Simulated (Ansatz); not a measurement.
# Nb (fcc type): the cost of one run

Computed with Ansatz 0.2.0 (DFT LDA, with the methods named in each step, unless a step's input says otherwise).

This is Nb in the fcc structure; at room conditions it is bcc.

1 further run of the same task is left out (it didn't finish). Runs told in other sessions of the task aren't counted.

## 1. The system as given

It takes space group Fm-3m (No. 225, cubic). The conventional cell has a = 4.140 Å, b = 4.140 Å, c = 4.140 Å, α = 90.00°, β = 90.00°, γ = 90.00°. Nb (site symmetry m-3m) has 12 Nb at 2.93 Å in its first shell of neighbours.

Structure file:

```
Nb
1.0
     0.00000    2.06981    2.06981
     2.06981    0.00000    2.06981
     2.06981    2.06981    0.00000
Nb
1
Cartesian
  0.0000 0.0000 0.0000
```

Whether this phase is the stable one at these pressures isn't tested.

## 2. The reference volume, LAPW

Input file input.yaml:

```yaml
crystal:
  lattice:
    - [0.0, 2.0698134313, 2.0698134313]
    - [2.0698134313, 0.0, 2.0698134313]
    - [2.0698134313, 2.0698134313, 0.0]
  atoms:
    - { symbol: Nb, position: [0.0, 0.0, 0.0] }
kpoints:
  mp_grid: { grid: [18, 18, 18] }
  band_path:
    path:
      - [0.0, 0.0, 0.0]
      - [0.5, 0.0, 0.5]
      - [0.625, 0.25, 0.625]
      - [0.375, 0.375, 0.75]
      - [0.0, 0.0, 0.0]
      - [0.5, 0.5, 0.5]
      - [0.5, 0.25, 0.75]
      - [0.5, 0.0, 0.5]
    npoints: 14
scf:
  occupations: { method: fermi_dirac, width: 0.05 }
hamiltonian:
  xc: lda
  pseudopotentials: { kind: all_electron, lapw: { basis_error: 0.001 } }
output:
  forces: true
  stress: true
  eigenvalues: true
  populations: true
  dos: { projected: true, de: 0.2, e_range: [-14, 8] }
```

On the command line:

```
> ansatz run input.yaml --threads 1 --pin off --max-ram 2048MiB --backend cpu --events-out ev --progress --plain --runs-dir out
```

Q: Estimate wall time and peak memory on 1 thread of Arm Neoverse V1, shared host.

About 18 s, with a peak of 0.35 GiB.
